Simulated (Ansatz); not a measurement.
**TiN: pressure up to the limit of the methods**

Aim: compress TiN (rocksalt type) step by step, far beyond the usual range, and follow pressure and electronic structure. The runs shown use PAW. Its runs: cell relaxed at zero pressure (PAW); volume scaled by 1 (PAW); volume scaled by 0.94 (PAW); volume scaled by 0.88 (PAW); volume scaled by 0.8 (PAW); volume scaled by 0.72 (PAW); volume scaled by 0.64 (PAW and PAW (core large)); volume scaled by 0.55 (PAW and PAW (core large)).

Computed with Ansatz 0.2.0 (DFT LDA, with the methods named in each step, unless a step's input says otherwise).

## 1. Starting point

It takes space group Fm-3m (No. 225, cubic). The conventional cell has a = 4.309 Å, b = 4.309 Å, c = 4.309 Å, α = 90.00°, β = 90.00°, γ = 90.00°. Ti (site symmetry m-3m) is surrounded by 6 N at 2.15 Å. Around N (site symmetry m-3m) lie 6 Ti at 2.15 Å.

Structure file:

```
Ti N
1.0
     0.00000    2.15443    2.15443
     2.15443    0.00000    2.15443
     2.15443    2.15443    0.00000
Ti N
1 1
Direct
  0.00000 0.00000 0.00000
  0.50000 0.50000 0.50000
```

Whether this phase is the stable one at these pressures isn't tested.

Atoms are numbered in the order of the input: Ti1, N2.

## 2. Cell relaxed at zero pressure, PAW

input.yaml reads:

```yaml
crystal:
  lattice:
    - [0.0, 2.15443469, 2.15443469]
    - [2.15443469, 0.0, 2.15443469]
    - [2.15443469, 2.15443469, 0.0]
  atoms:
    - { symbol: Ti, position: [0.0, 0.0, 0.0] }
    - { symbol: "N", position: [0.5, 0.5, 0.5] }
kpoints:
  mp_grid: { grid: [17, 17, 17] }
scf:
  occupations: { method: fermi_dirac, width: 0.08 }
hamiltonian:
  xc: lda
  pseudopotentials: { kind: paw }
output:
  forces: true
  stress: true
relax:
  f_tol: 0.005
  max_steps: 40
  cell: {}
```

On the command line:

```
> ansatz run input.yaml --threads 1 --pin off --max-ram 2048MiB --backend cpu --events-out ev --progress --plain --runs-dir out
```

Further steps of the session: Volume scaled by 1, PAW; Volume scaled by 0.94, PAW; Volume scaled by 0.88, PAW; Volume scaled by 0.8, PAW; Volume scaled by 0.72, PAW; Volume scaled by 0.64, PAW; Volume scaled by 0.64, PAW (core large); Volume scaled by 0.55, PAW; Volume scaled by 0.55, PAW (core large).

Before running it: what results should come out? Wanted: PAW pressure at 0.55 of the volume; PAW; fitted bulk modulus at zero pressure.

As calculated:

| quantity | value |
| --- | --- |
| PAW pressure at 0.55 of the volume | 646.5 GPa |
| PAW (core large) pressure at 0.55 of the volume | 646.5 GPa |
| fitted bulk modulus at zero pressure (PAW) | 326 GPa |
| its pressure derivative | 4.00 |

At 0.55 of the starting volume PAW gives 647 GPa. One third-order Birch-Murnaghan curve follows these points (B₀ = 326 GPa, B′ = 4.00, misfit at most 1.91 GPa). A fit over so wide a range leans to the high pressures, so B₀ can be off by several per cent. No all-electron run checks these rows here, and frozen cores can fail under such compression. The ions are at rest, and the electrons smeared by 0.08 eV. TiN has an odd count of electrons, so a run without spin can force a false metal and spoil its energy.
